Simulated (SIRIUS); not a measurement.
## GeN in SIRIUS: the effect of functional

Crystal: GeN.

```xyz
4
Lattice="2.5680 -3.0739 0.0000 2.5680 3.0739 0.0000 0.0000 0.0000 3.1135" Properties=species:S:1:pos:R:3 pbc="T T T"
Ge    1.2840    1.5370    1.5567
Ge    1.2840   -1.5370    1.5567
N     3.2799    0.0000    0.0000
N     1.8561    0.0000    0.0000
```

The cell was built by a generator and needn't be a form met in nature.

Alike in all runs:

- Program: SIRIUS 7.10.0
- Task: single point
- Potentials or basis: PseudoDojo 0.4.1 PBE standard (scalar relativistic)
- Cutoff: 1152 eV
- Density cutoff: 4606 eV
- k mesh: 3 × 3 × 4
- Occupations: fermi-dirac, width 0.05 eV
- Spin: no spin polarisation

| functional | pressure (GPa) | largest force (eV/Å) |
| --- | --- | --- |
| LDA | -8.8 | 0.10 |
| PBEsol | -5.6 | 0.08 |
| RPBE | 2.3 | 0.35 |
| revPBE | 1.6 | 0.33 |
| BLYP | 7.0 | 0.54 |
| PW91 | -0.4 | 0.28 |
| AM05 | -6.0 | 0.02 |
| HTBS | -3.6 | 0.25 |
| mPWLYP | 6.9 | 0.54 |
| LDA-PZ | ? | ? |

What does the run with functional LDA-PZ give?

Pressure -8.6 GPa; largest force 0.07 eV/Å.

Caveats: all runs use coarse meshes; the potentials were made for another functional, which shifts forces and pressure.

Runs at the PBE level aren't shown here.
